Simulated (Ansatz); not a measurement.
**PtSe2 (Sudovikovite): a single-point run**

The task is a single-point run on PtSe2 (Sudovikovite). The structure is shown as the input types it.

The COD entry's cell or inner coordinates are ideal or old and differ from later refinements, so a difference from it is no clean test against experiment.

Program: Ansatz 0.2.0. Level of theory: DFT, r2SCAN, all-electron PAW with datasets made for the crystal, scalar-relativistic. These are calculated values, not measurements.

2 further runs of the same task are left out: 2 that didn't finish.

## 1. The starting structure

It takes space group Cm (No. 8, monoclinic). The conventional cell has a = 6.450 Å, b = 3.724 Å, c = 5.062 Å, α = 90.00°, β = 90.00°, γ = 90.00°. Around Pt (site symmetry m) lie 6 Se at 2.35 to 2.57 Å. Se (site symmetry m) is surrounded by 3 Pt at 2.35 to 2.52 Å. Se (site symmetry m) is surrounded by 3 Pt at 2.49 to 2.57 Å.

Cell or atoms stand a little off a more symmetric structure (P-3m1 at a tolerance of 0.3 Å), so results at this geometry aren't those of that ideal crystal.

Structure file:

```
Pt Se
1.0
     3.72400    0.00000    0.00000
    -1.86200    3.22508    0.00000
     0.00000    0.00000    5.06200
Pt Se
1 2
Direct
  0.98000 0.99000 0.00750
  0.35333 0.67667 0.24250
  0.66667 0.33333 0.75000
```

## 2. Input and run

File input.yaml:

```yaml
crystal:
  lattice:
    - [3.724, 0.0, 0.0]
    - [-1.862, 3.2250786037, 0.0]
    - [0.0, 0.0, 5.062]
  atoms:
    - { symbol: Pt, position: [-0.02, -0.01, 0.0075] }
    - { symbol: Se, position: [0.3533333333, 0.6766666667, 0.2425] }
    - { symbol: Se, position: [0.6666666667, 0.3333333333, 0.75] }
kpoints:
  mp_grid: { grid: [0, 9, 6] }
scf:
  occupations: { method: fermi_dirac, width: 0.05 }
  max_iter: 50
hamiltonian:
  xc: r2scan
  pseudopotentials: { kind: all_electron, datasets: crystal }
output:
  forces: true
  stress: true
  eigenvalues: true
  efg: { contact_densities: true }
```

Run with:

```console
$ ansatz run input.yaml --threads 1 --pin off --max-ram 3072MiB --backend cpu --events-out ev --progress --plain --runs-dir out
```

Q: Will this input give a usable result? If not, why, and what should change?

The run ended at the input check. It says: «invalid value for `kpoints.mp_grid.grid`: each dimension must be in 1..=255»

Look at the input: kpoints.mp_grid.grid is [0, 9, 6]. No mesh follows from the k-point block as it stands.

The cure: set kpoints.mp_grid.grid to [9, 9, 6].
